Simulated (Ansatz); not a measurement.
The system is KFeAs2.

```xyz
4
Lattice="-1.9804 1.9804 6.3830 1.9804 -1.9804 6.3830 1.9804 1.9804 -6.3830" Properties=species:S:1:pos:R:3 pbc="T T T"
As    0.0000    0.0000    4.2222
As    0.0000    0.0000    8.5438
Fe    1.9804    0.0000    3.1915
K     0.0000    0.0000    0.0000
```

The cell comes from a database or a generator and needn't be the stable form of this composition.

Base run:

- Program: Ansatz 0.2.0
- Functional: PBE
- Potentials or basis: Ansatz PAW
- Cutoff: 420 eV (not typed: the program's choice for these potentials)
- k mesh: 8 × 8 × 8
- Occupations: fermi-dirac, width 0.05 eV
- Spin: collinear spin, ferromagnetic start
- Starting moments: [0.0, 0.0, 4.5, 0.0] μB
- Fixed moment: 4.5 μB

Its results: pressure 6.6 GPa; site moments As +0.22; Fe +2.61; K +0.07 μB; largest force 0.899 eV/Å.

Problem. After a change of settings the same cell gave: pressure 4.9 GPa; site moments As +0.15; Fe +2.40; K +0.06 μB; largest force 0.528 eV/Å. Which change was it?
A. fixed moment from 4.5 μB to 3.8 μB; moments at the start from [0.0, 0.0, 4.5, 0.0] to [0.0, 0.0, 3.8, 0.0]
B. fixed moment from 4.5 μB to 1.5 μB; moments at the start from [0.0, 0.0, 4.5, 0.0] to [0.0, 0.0, 1.5, 0.0]
C. fixed moment from 4.5 μB to 2.2 μB; moments at the start from [0.0, 0.0, 4.5, 0.0] to [0.0, 0.0, 2.2, 0.0]
D. fixed moment from 4.5 μB to 0.8 μB; moments at the start from [0.0, 0.0, 4.5, 0.0] to [0.0, 0.0, 0.8, 0.0]

Solution. A.

Caveats: the total moment is fixed, so each spin has its own Fermi level; a cell with one magnetic atom can't hold antiferromagnetic order, which such compounds often take; the thresholds are loose for stress.
